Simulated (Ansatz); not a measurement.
# NiS2 (Pa-3): band structure, part 1 of 2

Does NiS2 (Pa-3) have a gap, and where are its band edges? Aim: a band structure, for NiS2 (Pa-3), run from a script.

All numbers are computed with Ansatz 0.2.0 through its Python package. Level of theory: DFT r2SCAN+U+D3(BJ) with three-body term, plane waves, PAW.

## (1) The system

Symmetry: Pa-3, No. 205, cubic system. The conventional cell has a = 5.687 Å, b = 5.687 Å, c = 5.687 Å, α = 90.00°, β = 90.00°, γ = 90.00°. Ni (site symmetry -3) is surrounded by 6 S at 2.40 Å. S (site symmetry 3) is surrounded by 1 S at 2.06 Å and 3 Ni at 2.40 Å.

The script holds or builds the structure itself.

## (2) The script

Input file bands_nis2.py:

```python
"""Band structure of NiS2."""

import ansatz as az
from ase import Atoms
import numpy as np

params = {
    "xc": "r2scan",
    "dispersion": "d3bjatm",
    "k_density": 4.1,
    "occupations": "fermi_dirac",
    "sigma": 0.1,
    "scf_tol": 1e-08,
    "extra_bands": 10,
}


def main() -> None:
    atoms = Atoms(
        ["Ni", "Ni", "Ni", "Ni", "S", "S", "S", "S", "S", "S", "S", "S"],
        scaled_positions=[
            (0.0, 0.0, 0.0),
            (0.5, 0.0, 0.5),
            (0.5, 0.5, 0.0),
            (0.0, 0.5, 0.5),
            (0.3955, 0.3955, 0.3955),
            (0.1045, 0.6045, 0.8955),
            (0.8955, 0.1045, 0.6045),
            (0.6045, 0.8955, 0.1045),
            (0.6045, 0.6045, 0.6045),
            (0.8955, 0.3955, 0.1045),
            (0.1045, 0.8955, 0.3955),
            (0.3955, 0.1045, 0.8955),
        ],
        cell=[
            (5.6873, 0.0, 0.0),
            (0.0, 5.6873, 0.0),
            (0.0, 0.0, 5.6873),
        ],
        pbc=True,
    )
    atoms.set_initial_magnetic_moments([2.0, 2.0, 2.0, 2.0, 0.0, 0.0, 0.0, 0.0, 0.0, 0.0, 0.0, 0.0])
    system = az.Crystal.from_ase(atoms)

    # vertices of the path, as fractions of the reciprocal vectors
    path = [
        ("G", (0.0, 0.0, 0.0)),
        ("X", (0.0, 0.5, 0.0)),
        ("M", (0.5, 0.5, 0.0)),
        ("G", (0.0, 0.0, 0.0)),
        ("R", (0.5, 0.5, 0.5)),
        ("X", (0.0, 0.5, 0.0)),
    ]
    model = (
        system.calculation()
        .pseudopotentials("paw")
        .hubbard("Ni", "d", u_eff=4.5)
        .functional(params["xc"], dispersion=params["dispersion"])
        .kpoints(density=params["k_density"])
        .occupations(params["occupations"], width=params["sigma"])
        .spin(az.SpinTreatment.COLLINEAR)
        .scf(tolerance=params["scf_tol"])
        .band_structure([point for _, point in path], intervals=10)
        .scf(extra_bands=params["extra_bands"])
    )
    def show(event):
        row = event["data"]
        if event["event"] == "scf_iter" and row.get("harris_foulkes_ev") is not None:
            print(f"  iteration {row['iter']:3d}  Harris-Foulkes {row['harris_foulkes_ev']:.5f} eV  residual {row['dr2_ev']:.2e}")


    outcome = model.session().plan().execute(on_event=show)
    rep = outcome.report

    energy = rep["free_energy_ev"]
    print("F of the NiS2 cell: {:.6f} eV = {:.6f} Ry = {:.6f} Ha".format(energy, energy / 13.605693, energy / 27.211386))
    print("Fermi level {:.4f} eV, {} k-points, {} symmetry operations".format(rep["fermi_energy_ev"], rep["n_kpoints"], rep["n_symmetry_ops"]))

    bands = outcome.band_structure()
    fermi = bands.fermi_energy_ev
    print(f"zero of the bands: {fermi:.3f} eV, the Fermi level found on the SCF mesh")
    for spin, channel in enumerate(bands.channels):
        print("channel", spin, "- computed levels within 8 eV of the Fermi level")
        for i, (label, _) in enumerate(path):
            levels = channel.eigenvalues_ev[i * 10] - fermi
            print(f"  {label:3s}", " ".join(f"{e:7.3f}" for e in levels if abs(e) < 8))


if __name__ == "__main__":
    main()
```

## (3) Running it

Launch:

```console
$ python bands_nis2.py
```

Standard output:

```text
DeckWarning: basis.ecutwfc = 500 eV, auto-derived from the records' recommended cutoffs: set by Ni (their level for a meta-GGA)
DeckWarning: the band count 70 (scf.n_extra_bands) hosts the net moment |M| = 8.0000 μB (N_el = 120) but caps the reachable moment at 2·n_bands − N_el = 20.0000 μB, below the 77 bands that the automatic rule leaves for it — a moment growing past the seed, or the majority channel's smearing tail, pins there with fewer empty majority states than that count leaves; raise or omit scf.n_extra_bands unless the cap is intended
  iteration   1  Harris-Foulkes -30629.62201 eV  residual 6.98e+01
  iteration   2  Harris-Foulkes -30624.59324 eV  residual 2.87e+00
  iteration   3  Harris-Foulkes -30625.50380 eV  residual 2.74e+00
  iteration   4  Harris-Foulkes -30626.21585 eV  residual 1.21e+00
  iteration   5  Harris-Foulkes -30627.11503 eV  residual 3.10e-01
  iteration   6  Harris-Foulkes -30627.81968 eV  residual 7.44e-02
  iteration   7  Harris-Foulkes -30628.45660 eV  residual 1.84e-01
  iteration   8  Harris-Foulkes -30628.86455 eV  residual 1.80e-01
  iteration   9  Harris-Foulkes -30629.73754 eV  residual 6.83e-02
  iteration  10  Harris-Foulkes -30629.77742 eV  residual 2.79e-02
  iteration  11  Harris-Foulkes -30629.77600 eV  residual 1.62e-03
  iteration  12  Harris-Foulkes -30629.77797 eV  residual 2.87e-03
  iteration  13  Harris-Foulkes -30629.77896 eV  residual 2.89e-04
  iteration  14  Harris-Foulkes -30629.77905 eV  residual 5.64e-05
  iteration  15  Harris-Foulkes -30629.77907 eV  residual 1.06e-05
  iteration  16  Harris-Foulkes -30629.77911 eV  residual 4.05e-06
  iteration  17  Harris-Foulkes -30629.77912 eV  residual 6.95e-06
  iteration  18  Harris-Foulkes -30629.77913 eV  residual 1.70e-06
  iteration  19  Harris-Foulkes -30629.77913 eV  residual 8.49e-07
  iteration  20  Harris-Foulkes -30629.77913 eV  residual 1.80e-07
  iteration  21  Harris-Foulkes -30629.77914 eV  residual 1.31e-07
  iteration  22  Harris-Foulkes -30629.77914 eV  residual 4.30e-08
  iteration  23  Harris-Foulkes -30629.77914 eV  residual 1.00e-08
  iteration  24  Harris-Foulkes -30629.77914 eV  residual 3.33e-09
RunWarning: an SCF from antiferromagnetic starting moments (2.00, -2.00, -2.00, 2.00, 0.00, 0.00, 0.00, 0.00, 0.00, 0.00, 0.00, 0.00 Bohr magnetons, atom by atom) was not made, by what the run has read of turns of its moments that order reads lower: the deck asks for what bars it, or types moments that do (magnetization.spin_polarized, in the input reference, names some of the keys), or the run [...]
F of the NiS2 cell: -30629.779137 eV = -2251.247264 Ry = -1125.623632 Ha
Fermi level 11.4481 eV, 11 k-points, 24 symmetry operations
zero of the bands: 11.448 eV, the Fermi level found on the SCF mesh
channel 0 - computed levels within 8 eV of the Fermi level
  G    -7.261  -7.261  -7.261  -7.137  -7.132  -7.132  -7.132  -6.971  -6.971  -6.971  -6.750  -6.750  -6.699  -6.699  -6.699  -6.536  -6.327  -6.327  -6.226  -6.226  -6.226  -4.553  -4.553  -4.553  -4.519  -4.519  -4.519  -1.175  -1.175  -1.175  -0.346  -0.346   0.671   2.465   2.465   2.465   4.511   5.563
  X    -7.759  -7.759  -7.303  -7.303  -7.089  -7.089  -7.072  -7.072  -6.719  -6.719  -6.639  -6.639  -6.609  -6.609  -5.824  -5.824  -5.618  -5.618  -4.950  -4.950  -3.965  -3.965  -3.463  -3.463  -2.619  -2.619  -2.198  -2.198  -0.688  -0.688   1.515   1.515   1.737   1.737   4.040   4.040
  M    -6.949  -6.949  -6.949  -6.949  -6.838  -6.838  -6.838  -6.838  -6.391  -6.391  -6.391  -6.391  -5.546  -5.546  -5.546  -5.546  -4.310  -4.310  -4.310  -4.310  -2.648  -2.648  -2.648  -2.648  -2.191  -2.191  -2.191  -2.191   1.581   1.581   1.581   1.581   4.199   4.199
  G    -7.261  -7.261  -7.261  -7.137  -7.132  -7.132  -7.132  -6.971  -6.971  -6.971  -6.750  -6.750  -6.699  -6.699  -6.699  -6.536  -6.327  -6.327  -6.226  -6.226  -6.226  -4.553  -4.553  -4.553  -4.519  -4.519  -4.519  -1.175  -1.175  -1.175  -0.346  -0.346   0.671   2.465   2.465   2.465   4.511   5.563
  R    -6.960  -6.960  -6.960  -6.960  -6.925  -6.925  -6.925  -6.925  -6.819  -6.819  -6.819  -6.819  -6.735  -6.735  -6.735  -6.735  -5.300  -5.300  -5.300  -5.300  -3.441  -3.441  -3.441  -3.441  -3.345  -3.345  -3.345  -3.345  -3.047  -3.047  -3.047  -3.047   1.822   1.822   1.822   1.822   4.657   4.657
  X    -7.759  -7.759  -7.303  -7.303  -7.089  -7.089  -7.072  -7.072  -6.719  -6.719  -6.639  -6.639  -6.609  -6.609  -5.824  -5.824  -5.618  -5.618  -4.950  -4.950  -3.965  -3.965  -3.463  -3.463  -2.619  -2.619  -2.198  -2.198  -0.688  -0.688   1.515   1.515   1.737   1.737   4.040   4.040
channel 1 - computed levels within 8 eV of the Fermi level
  G    -7.669  -7.669  -7.669  -6.935  -6.883  -6.883  -6.883  -6.348  -6.348  -6.348  -6.088  -6.088  -5.946  -5.946  -5.946  -5.882  -5.882  -5.772  -5.772  -5.772  -5.636  -4.764  -4.764  -4.764  -4.286  -4.286  -4.286  -3.148  -3.148  -3.148  -3.085  -3.085   0.655   0.655   0.655   0.936   1.687   1.687   1.687   2.497   2.497   2.743   2.743   2.743   4.879   5.727
  X    -7.984  -7.984  -7.191  -7.191  -6.491  -6.491  -6.426  -6.426  -5.873  -5.873  -5.842  -5.842  -5.801  -5.801  -5.284  -5.284  -5.264  -5.264  -4.908  -4.908  -4.579  -4.579  -3.700  -3.700  -3.680  -3.680  -3.059  -3.059  -3.037  -3.037   0.741   0.741   0.905   0.905   1.383   1.383   1.740   1.740   1.927   1.927   2.420   2.420   4.413   4.413
  M    -6.514  -6.514  -6.514  -6.514  -6.040  -6.040  -6.040  -6.040  -5.700  -5.700  -5.700  -5.700  -5.374  -5.374  -5.374  -5.374  -4.889  -4.889  -4.889  -4.889  -3.571  -3.571  -3.571  -3.571  -2.700  -2.700  -2.700  -2.700   0.863   0.863   0.863   0.863   1.126   1.126   1.126   1.126   2.152   2.152   2.152   2.152   4.560   4.560
  G    -7.669  -7.669  -7.669  -6.935  -6.883  -6.883  -6.883  -6.348  -6.348  -6.348  -6.088  -6.088  -5.946  -5.946  -5.946  -5.882  -5.882  -5.772  -5.772  -5.772  -5.636  -4.764  -4.764  -4.764  -4.286  -4.286  -4.286  -3.148  -3.148  -3.148  -3.085  -3.085   0.655   0.655   0.655   0.936   1.687   1.687   1.687   2.497   2.497   2.743   2.743   2.743   4.879   5.727
  R    -7.565  -7.565  -7.565  -7.565  -6.654  -6.654  -6.654  -6.654  -6.312  -6.312  -6.312  -6.312  -5.828  -5.828  -5.828  -5.828  -5.454  -5.454  -5.454  -5.454  -4.518  -4.518  -4.518  -4.518  -3.222  -3.222  -3.222  -3.222  -3.122  -3.122  -3.122  -3.122   0.698   0.698   0.698   0.698   1.095   1.095   1.095   1.095   2.231   2.231   2.231   2.231   5.091   5.091
  X    -7.984  -7.984  -7.191  -7.191  -6.491  -6.491  -6.426  -6.426  -5.873  -5.873  -5.842  -5.842  -5.801  -5.801  -5.284  -5.284  -5.264  -5.264  -4.908  -4.908  -4.579  -4.579  -3.700  -3.700  -3.680  -3.680  -3.059  -3.059  -3.037  -3.037   0.741   0.741   0.905   0.905   1.383   1.383   1.740   1.740   1.927   1.927   2.420   2.420   4.413   4.413
```

Caution: the run may have ended on a state that is not the lowest.

(Warnings from the package without file and line, shortened.)

It took 3.1 min on 1 thread of Arm Neoverse V1, shared host; peak memory 1.6 GiB.

## (4) The run's own record

From the engine's report, whether the script printed it or not:

```
             item         value
SCF cycles in all            24
  k-points solved            11
      plane waves          4697
            bands            70
valence electrons           120
 free energy (eV)  -30629.77914
 Fermi level (eV)        11.448
```

(Continued in part 2 of 2.)
